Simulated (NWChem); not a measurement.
# the pair BNH2ClF···H2O: a chain of runs

Wanted: the energy (singlet BNH4ClOF, B3LYP-D2/6-311+G**), then a single-point energy (singlet BNH2ClF, B3LYP-D2/6-311+G**), then the energy (singlet H2O, B3LYP-D2/6-311+G**), then the energy (singlet BNH2ClF, B3LYP-D2/6-311+G**), then a single-point energy (singlet H2O, B3LYP-D2/6-311+G**) of BClFH4NO and its partners. 

The calculation is run with NWChem 7.3.0.

### Step 1. The system as given

BNH4ClOF has 9 atoms, charge 0, and is taken as a singlet. The two molecules were placed rigidly side by side, at 1.1 times their contact distance; the pair isn't optimised.

Bond lengths: N1–B2 1.388 Å, B2–F3 1.328 Å, B2–Cl4 1.766 Å, N1–H5 1.003 Å, N1–H6 1.005 Å, O7–H8 0.960 Å, O7–H9 0.960 Å. Angles: N1–B2–F3 120.6°, N1–B2–Cl4 121.2°, F3–B2–Cl4 118.2°, B2–N1–H5 122.7°, B2–N1–H6 122.0°, H5–N1–H6 115.3°, H8–O7–H9 105.1°.

### Step 2. A single-point energy at B3LYP-D2/6-311+G(d,p) (run 1)

The input, bclfh4no.nw:

```
START bclfh4no
memory 2200 mb
charge 0

GEOMETRY units au noautosym nocenter noautoz
  N  -0.00614161  1.47649971  0.06273891
  B   0.09042340 -1.14284967  0.13303672
  F   1.05399475 -2.33394404  2.12083963
  Cl -1.05758523 -2.98230908 -2.40278677
  H  -0.72083603  2.43685853 -1.40765699
  H   0.64014472  2.54570675  1.49382850
  O   6.00165679 -1.55515011  6.08350083
  H   4.32843659 -0.98762756  6.49132262
  H   6.36714872 -0.82014114  4.46672674
END

BASIS spherical bse
  N library 6-311+G**
  B library 6-311+G**
  F library 6-311+G**
  Cl library 6-311+G**
  H library 6-311+G**
  O library 6-311+G**
END

DFT
  xc b3lyp
  disp vdw 2
  grid fine
  convergence energy 1e-08
  iterations 100
  mulliken
  noprint "final vectors analysis"
END

TASK dft energy
```

Launch:

```console
$ nwchem bclfh4no.nw > bclfh4no.out
```

Standard output (excerpt; [...] marks lines left out):

```text
[...]
          Wavefunction type:  closed shell.
          No. of atoms     :     9
          No. of electrons :    50
[...]
          Charge           :     0
          Spin multiplicity:     1
[...]
          AO basis - number of functions:   142
[...]
              XC Information
              --------------
                         B3LYP Method XC Potential
                     Hartree-Fock (Exact) Exchange  0.200
                        Slater Exchange Functional  0.800 local
                    Becke 1988 Exchange Functional  0.720 non-local
              Lee-Yang-Parr Correlation Functional  0.810
                  VWN I RPA Correlation Functional  0.190 local
[...]
 d= 0,ls=0.0,diis     1   -717.4286302906 -9.16D+02  9.24D-03  1.73D+00     3.2
[...]
 d= 0,ls=0.0,diis    10   -717.5535902794 -4.10D-09  4.06D-07  3.72D-09    25.5
         Total DFT energy =     -717.553590279415
      One electron energy =    -1383.242927541899
           Coulomb energy =      527.226572697180
    Exchange-Corr. energy =      -59.895274211423
 Nuclear repulsion energy =      198.361275015299
    Dispersion correction =       -0.003236238573
[...]
      Total Density - Mulliken Population Analysis
     ---------------------------------------------
    Atom       Charge   Shell Charges
 -----------   ------   -------------------------------------------------------
    1 N    7     7.58   1.09  0.90  0.83  0.84  1.84  0.59  1.31  0.01  0.16  0.01
    2 B    5     4.81   1.13  0.86  0.49  0.63  0.96  0.22  0.18  0.01  0.04  0.28
    3 F    9     8.99   1.08  0.92  1.19  1.08  2.37  0.86  1.63 -0.20  0.06  0.00
    4 Cl  17    17.16   0.78  1.19  0.89  1.09  1.01  1.03  7.43 -1.52  1.11  2.92  1.31  0.02 -0.12  0.02
    5 H    1     0.74   0.27  0.40  0.02  0.04
    6 H    1     0.74   0.27  0.40  0.02  0.04
    7 O    8     8.49   1.08  0.91  0.98  1.01  2.04  0.78  1.48 -0.01  0.20  0.01
    8 H    1     0.75   0.27  0.37  0.03  0.07
    9 H    1     0.75   0.27  0.37  0.04  0.07
[...]
```

Run time: 26 s. Hardware: 1 thread of Intel Xeon 6975P-C (Granite Rapids), shared host; peak memory 0.11 GiB.

### Step 3. BNH2ClF: the energy at B3LYP-D2/6-311+G(d,p) (run 2)

The input, work.nw:

```
start work
title "BClFH2N B3LYP"
memory total 2200 mb
geometry noautosym nocenter noautoz
N    -0.003250    0.781330    0.033200
B     0.047850   -0.604770    0.070400
F     0.557750   -1.235070    1.122300
Cl   -0.559650   -1.578170   -1.271500
H    -0.381450    1.289530   -0.744900
H     0.338750    1.347130    0.790500
end
basis spherical bse
* library 6-311+G**
end
dft
xc b3lyp
disp vdw 2
grid fine
convergence energy 1e-08
maxiter 100
mulliken
print low
end
task dft energy
```

Launch:

```console
$ nwchem work.nw > work.out
```

Standard output (excerpt; [...] marks lines left out):

```text
[...]
 d= 0,ls=0.0,diis     1   -641.0106375974 -7.84D+02  9.40D-03  1.31D+00     1.7
[...]
 d= 0,ls=0.0,diis    10   -641.0943986700 -2.65D-09  4.28D-07  3.15D-09    14.4
         Total DFT energy =     -641.094398670016
      One electron energy =    -1168.405249815189
           Coulomb energy =      434.721216548267
    Exchange-Corr. energy =      -50.557067896971
 Nuclear repulsion energy =      143.149004919417
    Dispersion correction =       -0.002302425540
[...]
      Total Density - Mulliken Population Analysis
     ---------------------------------------------
    Atom       Charge   Shell Charges
 -----------   ------   -------------------------------------------------------
    1 N    7     7.58   1.09  0.90  0.83  0.84  1.84  0.59  1.31  0.00  0.16  0.01
    2 B    5     4.79   1.13  0.86  0.49  0.64  0.96  0.22  0.18  0.01  0.03  0.28
    3 F    9     8.98   1.08  0.92  1.19  1.08  2.37  0.86  1.63 -0.20  0.06  0.00
    4 Cl  17    17.17   0.78  1.19  0.89  1.09  1.01  1.03  7.43 -1.52  1.11  2.92  1.32  0.03 -0.11  0.02
    5 H    1     0.74   0.27  0.40  0.02  0.04
    6 H    1     0.74   0.27  0.40  0.02  0.04
[...]
```

Wall time 15 s (1 thread of Intel Xeon 6975P-C (Granite Rapids), shared host); peak memory 0.11 GiB.

### Step 4. H2O: the energy at B3LYP-D2/6-311+G(d,p) (run 3)

The input, h2o.nw:

```
start h2o
title "H2O"
memory 2200 mb
charge 0
geometry noautosym nocenter noautoz
  O     3.175940   -0.822950    3.219250
  H     2.290510   -0.522630    3.435060
  H     3.369350   -0.434000    2.363690
end
basis spherical bse
  * library 6-311+G**
end
dft
  xc b3lyp
  disp vdw 2
  grid fine
  convergence energy 1e-08
  maxiter 100
  mulliken
  print low
end
task dft energy
```

Launch:

```console
$ nwchem h2o.nw > h2o.out
```

Standard output (excerpt; [...] marks lines left out):

```text
[...]
 d= 0,ls=0.0,diis     1    -76.4174935143 -8.56D+01  1.74D-02  4.24D-01     0.2
[...]
 d= 0,ls=0.0,diis     7    -76.4584912521 -6.00D-10  8.32D-08  6.91D-12     0.7
         Total DFT energy =      -76.458491252076
      One electron energy =     -122.992882374104
           Coulomb energy =       46.700450542353
    Exchange-Corr. energy =       -9.337343917343
 Nuclear repulsion energy =        9.171324029542
    Dispersion correction =       -0.000039532524
[...]
      Total Density - Mulliken Population Analysis
     ---------------------------------------------
    Atom       Charge   Shell Charges
 -----------   ------   -------------------------------------------------------
    1 O    8     8.51   1.08  0.91  0.98  1.01  2.04  0.77  1.47  0.01  0.22  0.01
    2 H    1     0.75   0.27  0.37  0.03  0.07
    3 H    1     0.75   0.27  0.37  0.03  0.07
[...]
```

Wall time 1.3 s (1 thread of Intel Xeon 6975P-C (Granite Rapids), shared host); peak memory 0.11 GiB.

### Step 5. BNH2ClF among ghost functions: a single-point energy at B3LYP-D2/6-311+G(d,p) (with ghost functions) (run 4)

The input, sp.nw:

```
start sp
title "BClFH2N energy"
memory stack 880 mb heap 220 mb global 1100 mb

geometry noautosym nocenter noautoz
 N     -0.003250     0.781330     0.033200
 B      0.047850    -0.604770     0.070400
 F      0.557750    -1.235070     1.122300
 Cl    -0.559650    -1.578170    -1.271500
 H     -0.381450     1.289530    -0.744900
 H      0.338750     1.347130     0.790500
 bqO      3.175940    -0.822950     3.219250
 bqH      2.290510    -0.522630     3.435060
 bqH      3.369350    -0.434000     2.363690
end

basis spherical bse
 N library 6-311+G**
 B library 6-311+G**
 F library 6-311+G**
 Cl library 6-311+G**
 H library 6-311+G**
 bqO library O 6-311+G**
 bqH library H 6-311+G**
end

dft
 xc b3lyp
 mult 1
 disp vdw 2
 grid fine
 convergence energy 1e-08
 maxiter 100
 mulliken
 print low
end

task dft energy
```

Launch:

```console
$ nwchem sp.nw > sp.out
```

Standard output (excerpt; [...] marks lines left out):

```text
[...]
 d= 0,ls=0.0,diis     1   -641.0106842794 -7.84D+02  7.25D-03  1.31D+00     3.2
[...]
 d= 0,ls=0.0,diis    10   -641.0944603834 -2.65D-09  3.28D-07  3.16D-09    24.8
         Total DFT energy =     -641.094460383386
      One electron energy =    -1168.405455276376
           Coulomb energy =      434.721384238409
    Exchange-Corr. energy =      -50.557091839296
 Nuclear repulsion energy =      143.149004919417
    Dispersion correction =       -0.002302425540
[...]
      Total Density - Mulliken Population Analysis
     ---------------------------------------------
    Atom       Charge   Shell Charges
 -----------   ------   -------------------------------------------------------
    1 N    7     7.57   1.09  0.90  0.83  0.84  1.84  0.60  1.30  0.00  0.16  0.01
    2 B    5     4.81   1.13  0.86  0.49  0.63  0.96  0.22  0.19  0.01  0.04  0.28
    3 F    9     8.97   1.08  0.92  1.19  1.08  2.37  0.86  1.63 -0.21  0.05  0.00
    4 Cl  17    17.17   0.78  1.19  0.89  1.09  1.01  1.03  7.43 -1.52  1.11  2.92  1.32  0.02 -0.12  0.02
    5 H    1     0.74   0.27  0.40  0.02  0.04
    6 H    1     0.74   0.27  0.40  0.02  0.04
    7 X    0     0.00  -0.00  0.00  0.00 -0.00 -0.00 -0.00  0.00  0.00  0.00 -0.00
    8 X    0     0.00  -0.00  0.00  0.00  0.00
    9 X    0     0.00   0.00 -0.00  0.00 -0.00
[...]
```

Run time: 26 s. Hardware: 1 thread of Intel Xeon 6975P-C (Granite Rapids), shared host; peak memory 0.12 GiB.

### Step 6. H2O among ghost functions: the energy at B3LYP-D2/6-311+G(d,p) (with ghost functions) (run 5)

The input, mol.nw:

```
start mol
title "H2O B3LYP"
memory total 2200 mb

geometry noautosym nocenter noautoz
O     3.175940   -0.822950    3.219250
H     2.290510   -0.522630    3.435060
H     3.369350   -0.434000    2.363690
bqN     -0.003250     0.781330     0.033200
bqB      0.047850    -0.604770     0.070400
bqF      0.557750    -1.235070     1.122300
bqCl    -0.559650    -1.578170    -1.271500
bqH     -0.381450     1.289530    -0.744900
bqH      0.338750     1.347130     0.790500
end

basis spherical bse
O library 6-311+G**
H library 6-311+G**
bqN library N 6-311+G**
bqB library B 6-311+G**
bqF library F 6-311+G**
bqCl library Cl 6-311+G**
bqH library H 6-311+G**
end

dft
xc b3lyp
disp vdw 2
grid fine
convergence energy 1e-08
maxiter 100
mulliken
print low
end

task dft energy
```

Launch:

```console
$ nwchem mol.nw > mol.out
```

Standard output (excerpt; [...] marks lines left out):

```text
[...]
 d= 0,ls=0.0,diis     1    -76.4179144111 -8.56D+01  4.93D-03  4.24D-01     2.1
[...]
 d= 0,ls=0.0,diis     7    -76.4589701230 -6.90D-10  2.89D-08  2.39D-11    15.0
         Total DFT energy =      -76.458970123013
      One electron energy =     -122.991120615721
           Coulomb energy =       46.697689879565
    Exchange-Corr. energy =       -9.336823883876
 Nuclear repulsion energy =        9.171324029542
    Dispersion correction =       -0.000039532524
[...]
      Total Density - Mulliken Population Analysis
     ---------------------------------------------
    Atom       Charge   Shell Charges
 -----------   ------   -------------------------------------------------------
    1 O    8     8.49   1.08  0.91  0.98  1.01  2.04  0.78  1.48 -0.01  0.20  0.01
    2 H    1     0.75   0.27  0.37  0.03  0.07
    3 H    1     0.75   0.27  0.37  0.04  0.07
    4 X    0     0.01  -0.00  0.00  0.00 -0.00 -0.00  0.00  0.00  0.00  0.00  0.00
    5 X    0     0.00  -0.00  0.00 -0.00  0.00  0.00 -0.00 -0.00  0.00  0.00 -0.00
    6 X    0     0.01   0.00 -0.00 -0.00  0.00  0.00 -0.00 -0.00  0.00  0.01  0.00
    7 X    0    -0.00   0.00 -0.00  0.00 -0.00  0.00 -0.00 -0.00  0.00  0.00 -0.00 -0.00 -0.00 -0.00 -0.00
    8 X    0     0.00   0.00 -0.00  0.00 -0.00
    9 X    0    -0.00  -0.00  0.00 -0.00 -0.00
[...]
```

Wall time 16 s (1 thread of Intel Xeon 6975P-C (Granite Rapids), shared host); peak memory 0.12 GiB.

### Step 7. Summary of results

```
                                                                                                                  quantity          value
                                                                                   run 1, B3LYP-D2/6-311+G**: total energy  -717.55359 Eh
                                                                                  run 1, B3LYP-D2/6-311+G**: dipole moment         4.43 D
                                                                              run 1, B3LYP-D2/6-311+G**: dispersion energy   -8.50 kJ/mol
                                                                                                     BNH2ClF: total energy  -641.09440 Eh
                                                                                                BNH2ClF: dispersion energy   -6.05 kJ/mol
                                                                                                         H2O: total energy   -76.45849 Eh
                                                                                                    H2O: dispersion energy   -0.10 kJ/mol
                                                                               BNH2ClF among ghost functions: total energy  -641.09446 Eh
                                                                          BNH2ClF among ghost functions: dispersion energy   -6.05 kJ/mol
                                                                                   H2O among ghost functions: total energy   -76.45897 Eh
                                                                              H2O among ghost functions: dispersion energy   -0.10 kJ/mol
              interaction energy of the rigid parts BNH2ClF and H2O (parts in their own basis; closest atoms 2.98 Å apart)      -0.019 eV
interaction energy of the rigid parts BNH2ClF and H2O (parts in the whole basis, counterpoise; closest atoms 2.98 Å apart)      -0.004 eV
```

In words: The interaction energy of the rigid parts BNH2ClF and H2O (parts in their own basis; closest atoms 2.98 Å apart) is −0.02 eV (−1.8 kJ/mol). Without counterpoise this holds the superposition error of the basis. The interaction energy of the rigid parts BNH2ClF and H2O (parts in the whole basis, counterpoise; closest atoms 2.98 Å apart) is −0.00 eV (−0.4 kJ/mol). The basis-set superposition error is 1.4 kJ/mol. Mulliken charges (run 1, B3LYP-D2/6-311+G**) run from -0.58 on N1 to +0.26 on H5; in a basis this large or diffuse they mean little. Mulliken charges (BNH2ClF) run from -0.58 on N1 to +0.26 on H5; in a basis this large or diffuse they mean little. Mulliken charges (H2O) run from -0.51 on O1 to +0.25 on H2; in a basis this large or diffuse they mean little.
